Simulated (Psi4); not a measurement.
# GaH2O2 (SMILES [OH][Ga][OH]) at UB3LYP/def2-TZVPP (density fitting, sweep point 8)

Aim: energy and gradient of GaH2O2. 

The calculation is run with Psi4 1.11.

7 further runs of the same task are left out: 7 set aside as unsound or not needed.

### 1 The molecule

GaH2O2 has 5 atoms, charge 0, and is taken as a doublet. SMILES: `[OH][Ga][OH]`. Geometry: relaxed at PBE0-D4/def2-TZVP. This is one conformer, not always the lowest.

Bond lengths: O1–Ga2 1.804 Å, Ga2–O3 1.795 Å, O1–H4 0.960 Å, O3–H5 0.963 Å. Angles: O1–Ga2–O3 114.9°, Ga2–O1–H4 114.9°, Ga2–O3–H5 111.1°.

### 2 Energy and forces at UB3LYP/def2-TZVPP (density fitting, sweep point 8)

Contents of job.in:

```
memory 1.6 GB

molecule system {
  0 2
  O     -0.370600     0.021600    -1.274400
  Ga    -0.311700    -0.753800     0.353600
  O      0.618200     0.154900     1.591100
  H     -0.867400    -0.464600    -1.936500
  H      0.981500     0.968200     1.224700
  symmetry c1
}

set {
  basis     def2-TZVPP
  reference uks
  scf_type  df
  guess     sadno
}

e_tot, wfn = gradient("b3lyp", return_wfn=True)
```

Launch:

```bash
$ psi4 job.in job.out -n 1
```

Q: Predict the results. Wanted: total energy; dipole moment; HOMO energy; LUMO energy; ⟨S²⟩; largest force on an atom.

Answer, from the run:

At UB3LYP/def2-TZVPP (density fitting, sweep point 8):

| quantity | value |
| --- | --- |
| total energy | -2076.65346 Eh |
| dipole moment | 1.82 D |
| HOMO energy (highest over α and β) | -6.36 eV |
| LUMO energy (lowest over α and β) | -3.73 eV |
| ⟨S²⟩ | 0.752 |
| largest force on an atom | 0.371 eV/Å |

The largest force is 0.37 eV/Å: the shape isn't a stationary point for this species at this level.
